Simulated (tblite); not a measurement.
# BH14N3Si4: the cost of one run

Programs: tblite 0.8.0 and PySCF 2.14.0. All values are calculated, for the isolated system unless a continuum is named. Atoms count from 0, parts from 1.

## (1) The system as given

22 atoms, charge 0, multiplicity 1; geometry: distance geometry start.

## (2) Relaxing the cluster with GFN2-xTB

Job settings and geometry (Å):

```
{"job": {"kind": "relax", "xc": "GFN2-xTB", "basis": "xTB"}, "charge": 0, "multiplicity": 1}
Si    -2.077779    -1.989281    -0.397779
N     -0.484054    -1.513027    -1.118414
Si     0.122412    -0.093306    -0.225725
N      1.458986    -0.540280     0.842297
Si     3.021596    -0.779202     0.056870
N     -1.263767     0.538497     0.718376
Si    -1.460329     2.293608     0.556372
B      0.665138     1.285439    -1.502897
H     -3.016377    -2.491088    -1.381895
H     -2.701604    -0.834231     0.254136
H     -1.825812    -3.019138     0.634370
H      0.157238    -2.326118    -1.016143
H      1.455177    -0.100421     1.774855
H      3.018395    -2.020967    -0.729154
H      3.469284     0.338407    -0.786500
H      4.090183    -0.970101     1.080210
H     -1.196333     0.327216     1.749627
H     -1.487550     2.696945    -0.866024
H     -0.364162     2.999410     1.201260
H     -2.762515     2.691038     1.108020
H      0.258119     1.159927    -2.614604
H      0.903275     2.379292    -1.075737
```

Level: GFN2-xTB geometry optimisation, gas phase.

On the command line:

```bash
$ OMP_NUM_THREADS=1 python cluster_run.py task.json out
```

This one command runs all jobs of the session in turn.

Q: Estimate the wall time of this first job on 1 thread of Intel Xeon Platinum 8488C, shared host.

About 22 s.
